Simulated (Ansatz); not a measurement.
# CH₄BClOSi: up Jacob's ladder to CCSD(T)

The task here is to estimate one member of a computed series from the others.

The runs use Ansatz 0.2.0, Gaussian basis; functionals in def2-TZVPP, the program's frozen cores in correlated methods.

Plan: PBE-D4, r2SCAN-D4, PBE0-D4, B3LYP-D4, ωB97X-V, ωB97M-V, B2PLYP; CCSD(T)/def2-TZVPP; MP2/def2-QZVPP; extrapolation to the limit.

## The geometry

The geometry comes from an earlier relaxation with PBE0-D4 in a triple-zeta def2 set; it is a stationary point, not always the lowest conformer.

SMILES `ClB1CO[SiH2]1`, 9 atoms, charge 0, spin multiplicity 1.

Atoms are counted from 1 here; the program's logs count them from 0.

Bond lengths: Cl1–B2 1.722 Å, B2–C3 1.579 Å, B2–Si5 2.010 Å, C3–O4 1.451 Å, C3–H6 1.098 Å, C3–H7 1.098 Å, O4–Si5 1.681 Å, Si5–H8 1.490 Å, Si5–H9 1.490 Å. Angles: Cl1–B2–C3 129.8°, Cl1–B2–Si5 147.4°, C3–B2–Si5 82.8°, B2–C3–O4 100.2°, B2–C3–H6 114.2°, B2–C3–H7 114.3°, O4–C3–H6 110.5°, O4–C3–H7 110.5°, H6–C3–H7 107.0°, C3–O4–Si5 99.5°, B2–Si5–O4 77.5°, B2–Si5–H8 121.1°, B2–Si5–H9 121.0°, O4–Si5–H8 113.0°, O4–Si5–H9 113.0°, H8–Si5–H9 107.7°.

Set-up of the first run:

in.yaml reads:

```yaml
crystal:
  periodic: [false, false, false]
  atoms:
    - {symbol: Cl, position_ang: [-2.491369, 1.157438, 0.140144]}
    - {symbol: B, position_ang: [-0.945816, 0.408249, 0.017060]}
    - {symbol: C, position_ang: [0.353038, 0.621935, 0.888951]}
    - {symbol: O, position_ang: [1.252422, -0.316116, 0.244422]}
    - {symbol: Si, position_ang: [0.225099, -0.911445, -0.945704]}
    - {symbol: H, position_ang: [0.762823, 1.640113, 0.844734]}
    - {symbol: H, position_ang: [0.231247, 0.370271, 1.951078]}
    - {symbol: H, position_ang: [-0.012194, -2.377664, -0.831229]}
    - {symbol: H, position_ang: [0.713250, -0.639080, -2.326656]}
basis:
  gaussian: {orbitals: def2-TZVPP}
hamiltonian: {xc: pbe, dispersion: d4}
output: {forces: true, orbitals: {seedname: orbitals}}
```

On the command line:

```bash
> ansatz run in.yaml --threads 4 --pin off --events-out ev --progress --plain --max-ram 10444MiB
```

Among the steps run: PBE-D4 (GGA); r2SCAN-D4 (meta-GGA); PBE0-D4 (hybrid); B3LYP-D4 (hybrid); ωB97X-V (range-separated); ωB97M-V (range-separated); B2PLYP (double hybrid); CCSD(T) in def2-TZVPP; MP2 in def2-QZVPP.

One table of the session follows, with a row left open; its other results are not shown here.

It belongs to the step «Atomisation energies». 

```
            method  atomisation energy (kJ/mol)
            PBE-D4                       3365.4
         r2SCAN-D4                       3316.3
           PBE0-D4                       3305.1
          B3LYP-D4                       3276.5
           ωB97X-V                            ?
           ωB97M-V                       3306.0
            B2PLYP                       3246.3
     HF/def2-TZVPP                       2401.9
    MP2/def2-TZVPP                       3272.2
   CCSD/def2-TZVPP                       3132.7
CCSD(T)/def2-TZVPP                       3189.0
           MP2/CBS                       3363.2
       CCSD(T)/CBS                       3280.0
```

Q: Estimate the row for ωB97X-V from the others.

As computed: atomisation energy (kJ/mol): 3308.8. In the column «atomisation energy (kJ/mol)» it lies between ωB97M-V (3306.0) and r2SCAN-D4 (3316.3).
